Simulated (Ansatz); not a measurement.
# AlI (SMILES [Al][I]): a chain of runs

Aim: a series of 38 runs (HF/STO-3G, UHF/STO-3G, HF/3-21G, UHF/3-21G, PBE/def2-SVP, UPBE/def2-SVP, PBE-D3(BJ)/def2-TZVP, UPBE-D3(BJ)/def2-TZVP, and more) of AlI. 

Program for the calculation: Ansatz 0.2.0.

### Step 1. Starting point

The species is AlI (2 atoms), meant as a singlet with charge 0. As SMILES, `[Al][I]`. Geometry: the measured bond length. The run starts from this shape.

Bond lengths: Al1–I2 2.537 Å.

### Step 2. A structure relaxation at HF/STO-3G (run 1)

File job.yaml:

```yaml
crystal:
  periodic: [false, false, false]
  atoms:
    - {symbol: Al, position_ang: [0.000000, 0.000000, 0.000000]}
    - {symbol: I, position_ang: [0.000000, 0.000000, 2.537102]}
basis:
  gaussian:
    orbitals: STO-3G
hamiltonian:
  xc: hf
relax:
  f_tol: 0.002
output:
  orbitals: {seedname: orbitals}
```

The run is started by

```bash
ansatz run job.yaml --threads 1 --pin off --max-ram 3480MiB --events-out events.jsonl --progress --plain --runs-dir runs
```

Log:

```text
Warning: RAYON_NUM_THREADS=1 ignored (pool sized by the plan → 1); use --threads N
The last accepted step is kept in runs//last_step.txt (removed where the run ends without a failure and the disk answers)
Functional definition: HF
  name "HF"
  exchange = exact_x
  correlation = 0
403 factors; integrals over basis functions are off by at most 8.1e-6 eV
mean field evaluation 1: about -192921.0229 eV, gradient 1.0e1 eV
mean field evaluation 2: about -192921.0273 eV, gradient 1.0e1 eV
mean field evaluation 4: about -192921.8478 eV, gradient 2.8e-1 eV
mean field evaluation 8: about -192921.8483 eV, gradient 1.9e-5 eV
mean field -192921.84834663 eV, -7089.7471596132 hartree, gradient 1.9e-5 eV, S^2 0.000000; 0 other end points of the search recorded, 0 dependent functions left out
the calculation of the forces begins
reference -192921.84834663 eV, -7089.7471596132 hartree; 33, 33 occupied and 3, 3 virtual orbitals, 403 factors
relax step   1: F+E_penalty+E_count = -192921.84834663 eV  Δ(F+E_penalty+E_count) = +0.000e0 eV  max|allowed force component| = 2.596e-1 eV/Å  Δτ_max = 0.0000 Å  (21 SCF iters, accepted)
these checks for a lower state are left out or cut short: starts, cluster_reference, orbital_swaps, neighbouring_geometries, increment
403 factors; integrals over basis functions are off by at most 8.2e-6 eV
mean field -192921.84918190 eV, -7089.7471903089 hartree, gradient 4.0e-6 eV, S^2 0.000000; 0 other end points of the search recorded, 0 dependent functions left out
the calculation of the forces begins
reference -192921.84918190 eV, -7089.7471903089 hartree; 33, 33 occupied and 3, 3 virtual orbitals, 403 factors
relax step   2: F+E_penalty+E_count = -192921.84918190 eV  Δ(F+E_penalty+E_count) = -8.353e-4 eV  max|allowed force component| = 2.066e-1 eV/Å  Δτ_max = 0.0190 Å  (17 SCF iters, accepted)
these checks for a lower state are left out or cut short: starts, cluster_reference, orbital_swaps, neighbouring_geometries, increment
403 factors; integrals over basis functions are off by at most 8.2e-6 eV
mean field evaluation 16: about -192921.8469 eV, gradient 5.7e-1 eV
mean field -192921.85099128 eV, -7089.7472568022 hartree, gradient 3.7e-6 eV, S^2 0.000000; 0 other end points of the search recorded, 0 dependent functions left out
the calculation of the forces begins
reference -192921.85099128 eV, -7089.7472568022 hartree; 33, 33 occupied and 3, 3 virtual orbitals, 403 factors
relax step   3: F+E_penalty+E_count = -192921.85099128 eV  Δ(F+E_penalty+E_count) = -1.809e-3 eV  max|allowed force component| = 6.642e-3 eV/Å  Δτ_max = 0.0084 Å  (17 SCF iters, accepted)
these checks for a lower state are left out or cut short: starts, cluster_reference, orbital_swaps, neighbouring_geometries, increment
403 factors; integrals over basis functions are off by at most 8.2e-6 eV
mean field -192921.85099309 eV, -7089.7472568687 hartree, gradient 3.7e-6 eV, S^2 0.000000; 0 other end points of the search recorded, 0 dependent functions left out
the calculation of the forces begins
reference -192921.85099309 eV, -7089.7472568687 hartree; 33, 33 occupied and 3, 3 virtual orbitals, 403 factors
relax step   4: F+E_penalty+E_count = -192921.85099309 eV  Δ(F+E_penalty+E_count) = -1.808e-6 eV  max|allowed force component| = 4.123e-5 eV/Å  Δτ_max = 0.0003 Å  (18 SCF iters, accepted)
403 factors; integrals over basis functions are off by at most 8.2e-6 eV
mean field evaluation 32: about -192921.8510 eV, gradient 3.7e-6 eV
mean field -192921.85099309 eV, -7089.7472568687 hartree, gradient 3.7e-6 eV, S^2 0.000000; 1 other end points of the search recorded, 0 dependent functions left out
the calculation of the forces begins
reference -192921.85099309 eV, -7089.7472568687 hartree; 33, 33 occupied and 3, 3 virtual orbitals, 403 factors
Total energy: -192921.85099309 eV, -7089.7472568687 hartree
Atom 0 at    -0.000000    -0.000000    -0.010303 Å, force     0.000000    -0.000000     0.000041 eV/Å
Atom 1 at     0.000000     0.000000     2.547405 Å, force    -0.000000     0.000000    -0.000041 eV/Å
Dipole moment:     0.000000     0.000000    -1.160173 e Å
```

It took 2 s on 1 thread of Arm Neoverse V1, shared host; peak memory 0.087 GiB.

The path in brief:

| step | energy from the first frame kept (eV) | largest force (eV/Å) |
| --- | --- | --- |
| 1 | 0.0000 | 0.2596 |
| 2 | -0.0008 | 0.2066 |
| 3 | -0.0026 | 0.0066 |
| 4 | -0.0026 | 0.0000 |

After the run. Bond lengths: Al1–I2 2.558 Å.

### Step 3. Vibrational wavenumbers at HF/STO-3G (run 2)

File molecule.yaml:

```yaml
crystal:
  periodic: [false, false, false]
  atoms:
    - {symbol: Al, position_ang: [-0.000000, -0.000000, -0.010303]}
    - {symbol: I, position_ang: [0.000000, 0.000000, 2.547405]}
basis:
  gaussian:
    orbitals: STO-3G
hamiltonian:
  xc: hf
phonons:
  temperatures:
    t_min: 298.15
    t_max: 298.15
    t_step: 1
```

The run is started by

```bash
ansatz run molecule.yaml --threads 1 --pin off --max-ram 3480MiB --events-out events.jsonl --progress --plain --runs-dir runs
```

Log:

```text
Warning: RAYON_NUM_THREADS=1 ignored (pool sized by the plan → 1); use --threads N
[... 75 lines left out ...]
Total energy: -192921.85099309 eV, -7089.7472568686 hartree
[... 2 lines left out ...]
Dipole moment:    -0.000000    -0.000000    -1.160172 e Å
Vibrations: 386.29 cm⁻¹, zero-point energy 0.023947 eV
```

It took 4.5 s on 1 thread of Arm Neoverse V1, shared host; peak memory 0.086 GiB.

### Step 4. The doublet cation: a single-point energy at UHF/STO-3G (run 3)

File run.yaml:

```yaml
crystal:
  periodic: [false, false, false]
  atoms:
    - {symbol: Al, position_ang: [-0.000000, -0.000000, -0.010303]}
    - {symbol: I, position_ang: [0.000000, 0.000000, 2.547405]}
basis:
  gaussian:
    orbitals: STO-3G
hamiltonian:
  xc: hf
total_charge: 1
magnetization:
  spin_polarized: true
  initial_magnetization: 1
```

The run is started by

```bash
ansatz run run.yaml --threads 1 --pin off --max-ram 3480MiB --events-out events.jsonl --progress --plain --runs-dir runs
```

Log:

```text
Warning: RAYON_NUM_THREADS=1 ignored (pool sized by the plan → 1); use --threads N
Functional definition: HF
  name "HF"
  exchange = exact_x
  correlation = 0
372 factors; integrals over basis functions are off by at most 2.0e-5 eV
mean field evaluation 1: about -192913.9960 eV, gradient 1.2e1 eV
mean field evaluation 2: about -192913.9986 eV, gradient 1.2e1 eV
mean field evaluation 4: about -192916.8815 eV, gradient 1.7e0 eV
mean field evaluation 8: about -192916.9680 eV, gradient 1.8e-5 eV
mean field evaluation 16: about -192916.6944 eV, gradient 8.0e-1 eV
mean field evaluation 32: about -192909.9398 eV, gradient 8.6e0 eV
mean field -192916.96791684 eV, -7089.5678071264 hartree, gradient 2.5e-5 eV, S^2 0.788572; 3 other end points of the search recorded, 0 dependent functions left out
reference -192916.96791684 eV, -7089.5678071264 hartree; 33, 32 occupied and 3, 4 virtual orbitals, 372 factors
Total energy: -192916.96791684 eV, -7089.5678071264 hartree
```

Wall time 0.93 s (1 thread of Arm Neoverse V1, shared host); peak memory 0.09 GiB.

Runs 4 to 37 aren't shown in full; the table further down has their settings and results.

### Step 5. The doublet cation: a structure relaxation at U-wB97M-V/def2-TZVPD (core potential) (run 38)

File run.yaml:

```yaml
crystal:
  periodic: [false, false, false]
  atoms:
    - {symbol: Al, position_ang: [-0.000000, -0.000000, -0.010075]}
    - {symbol: I, position_ang: [0.000000, 0.000000, 2.547177]}
basis:
  gaussian:
    orbitals: def2-TZVPD
total_charge: 1
relax: {}
hamiltonian:
  xc: {name: wB97M-V}
magnetization:
  spin_polarized: true
  initial_magnetization: 1
```

The run is started by

```bash
ansatz run run.yaml --threads 1 --pin off --max-ram 3480MiB --events-out events.jsonl --progress --plain --runs-dir runs
```

Log:

```text
Warning: RAYON_NUM_THREADS=1 ignored (pool sized by the plan → 1); use --threads N
The last accepted step is kept in runs//last_step.txt (removed where the run ends without a failure and the disk answers)
[... 25 lines left out ...]
716 factors; their error is unknown
[... 11 lines left out ...]
716 factors; their error is unknown
[... 7 lines left out ...]
716 factors; their error is unknown
[... 6 lines left out ...]
716 factors; their error is unknown
[... 5 lines left out ...]
716 factors; their error is unknown
[... 5 lines left out ...]
Total energy: -14689.74043824 eV, -539.8380040417 hartree
[... 2 lines left out ...]
Dipole moment:     0.000000     0.000000    -1.473906 e Å
```

Run time: 99 s. Hardware: 1 thread of Arm Neoverse V1, shared host; peak memory 0.43 GiB.

Step by step:

```csv
step,energy from the first frame kept (eV),largest force (eV/Å)
1,0.0000,0.9386
2,-0.0769,0.0418
3,-0.0770,0.0158
4,-0.0770,0.0005
```

After the run. Bond lengths: Al1–I2 2.416 Å.

### Step 6. Overview of the runs

```
run                                   level         task  walk f tol  partner   energy (Eh)  dipole moment (D)  wall time
  1                               HF/STO-3G     optimise       0.002     base  -7089.747257               5.57        2 s
  2                               HF/STO-3G  frequencies           –     base  -7089.747257               5.57      4.5 s
  3                              UHF/STO-3G       energy           –   cation  -7089.567807                  –     0.93 s
  4                              UHF/STO-3G     optimise           –   cation  -7089.569228                  –      3.6 s
  5                                HF/3-21G     optimise       0.002     base  -7128.482049               3.97      3.6 s
  6                                HF/3-21G  frequencies           –     base  -7128.482049               3.97      7.8 s
  7                               UHF/3-21G       energy           –   cation  -7128.184390                  –      2.2 s
  8                               UHF/3-21G     optimise           –   cation  -7128.185133                  –        9 s
  9           PBE/def2-SVP (core potential)     optimise       0.002     base   -539.944892               1.62      3.9 s
 10           PBE/def2-SVP (core potential)  frequencies           –     base   -539.944892               1.62      6.9 s
 11          UPBE/def2-SVP (core potential)       energy           –   cation   -539.623297                  –      2.3 s
 12          UPBE/def2-SVP (core potential)     optimise           –   cation   -539.626605                  –      8.4 s
 13   PBE-D3(BJ)/def2-TZVP (core potential)     optimise       0.002     base   -540.042377               1.72      6.3 s
 14   PBE-D3(BJ)/def2-TZVP (core potential)  frequencies           –     base   -540.042377               1.72       12 s
 15  UPBE-D3(BJ)/def2-TZVP (core potential)       energy           –   cation   -539.722996                  –      4.5 s
 16  UPBE-D3(BJ)/def2-TZVP (core potential)     optimise           –   cation   -539.726349                  –       15 s
 17      CCSD(T)/def2-TZVP (core potential)     optimise       0.002     base   -539.179234               1.74    3.3 min
 18      CCSD(T)/def2-TZVP (core potential)  frequencies           –     base   -539.179234               1.74     10 min
 19     B3LYP-D4/def2-TZVP (core potential)     optimise       0.002     base   -540.310117               2.05      8.7 s
 20     B3LYP-D4/def2-TZVP (core potential)  frequencies           –     base   -540.310117               2.05       17 s
 21    UB3LYP-D4/def2-TZVP (core potential)       energy           –   cation   -539.985445                  –      2.6 s
 22    UB3LYP-D4/def2-TZVP (core potential)     optimise           –   cation   -539.988554                  –      9.9 s
 23       r2SCAN/def2-TZVP (core potential)     optimise       0.002     base   -540.271148               1.57       11 s
 24       r2SCAN/def2-TZVP (core potential)  frequencies           –     base   -540.271148               1.57       21 s
 25     U-r2SCAN/def2-TZVP (core potential)       energy           –   cation   -539.954078                  –       11 s
 26     U-r2SCAN/def2-TZVP (core potential)     optimise           –   cation   -539.958479                  –       31 s
 27        SVWN5/def2-TZVP (core potential)     optimise       0.002     base   -538.736875               1.67      3.6 s
 28        SVWN5/def2-TZVP (core potential)  frequencies           –     base   -538.736875               1.67      8.7 s
 29       USVWN5/def2-TZVP (core potential)       energy           –   cation   -538.411596                  –      2.2 s
 30       USVWN5/def2-TZVP (core potential)     optimise           –   cation   -538.415074                  –      8.4 s
 31      wB97X-V/def2-TZVP (core potential)     optimise       0.002     base   -540.129067               1.85       22 s
 32      wB97X-V/def2-TZVP (core potential)  frequencies           –     base   -540.129067               1.85       47 s
 33    U-wB97X-V/def2-TZVP (core potential)       energy           –   cation   -539.804985                  –      8.7 s
 34    U-wB97X-V/def2-TZVP (core potential)     optimise           –   cation   -539.808464                  –       48 s
 35     wB97M-V/def2-TZVPD (core potential)     optimise       0.002     base   -540.160189               2.28       38 s
 36     wB97M-V/def2-TZVPD (core potential)  frequencies           –     base   -540.160189               2.28       72 s
 37   U-wB97M-V/def2-TZVPD (core potential)       energy           –   cation   -539.835175                  –       34 s
 38   U-wB97M-V/def2-TZVPD (core potential)     optimise           –   cation   -539.838004                  –       99 s
```

### Step 7. Results

```
                                                                                     quantity          value
                                              doublet cation, run 38: total energy at the end  -539.83800 Eh
                                                          doublet cation, run 38: bond length        2.416 Å
                                                                 doublet cation, run 38: ⟨S²⟩          0.756
                                 vertical ionisation energy (to the doublet cation), HF/3-21G       8.100 eV
                             vertical ionisation energy (to the doublet cation), PBE/def2-SVP       8.751 eV
                         vertical ionisation energy (to the doublet cation), r2SCAN/def2-TZVP       8.628 eV
                          vertical ionisation energy (to the doublet cation), SVWN5/def2-TZVP       8.851 eV
                       vertical ionisation energy (to the doublet cation), wB97M-V/def2-TZVPD       8.844 eV
        adiabatic ionisation energy (to the doublet cation, no zero-point term), PBE/def2-SVP       8.661 eV
adiabatic ionisation energy (to the doublet cation, no zero-point term), PBE-D3(BJ)/def2-TZVP       8.600 eV
     adiabatic ionisation energy (to the doublet cation, no zero-point term), SVWN5/def2-TZVP       8.757 eV
```

What this shows: At HF/3-21G: removing an electron at fixed nuclei costs 8.10 eV (782 kJ/mol). At PBE/def2-SVP: the vertical ionisation energy comes to 8.75 eV (844 kJ/mol). At r2SCAN/def2-TZVP: the vertical ionisation energy comes to 8.63 eV (199 kcal/mol). At SVWN5/def2-TZVP: the vertical ionisation energy comes to 8.85 eV (204 kcal/mol). At wB97M-V/def2-TZVPD: removing an electron at fixed nuclei costs 8.84 eV (204 kcal/mol). At PBE/def2-SVP: the adiabatic ionisation energy (to the doublet cation, no zero-point term) is 8.66 eV (836 kJ/mol). Totals of different functionals can't be ranked against each other. Some runs of one species differ in core potentials or relativity; totals across that change don't compare. In runs 1, 2, 3, 4 the basis is minimal, so the values are rough. In runs 1, 2, 3, 4, 5, 6, 7, 8 relativity is left out where basis or elements ask for it. All runs together took 24 min, the longest 10 min.
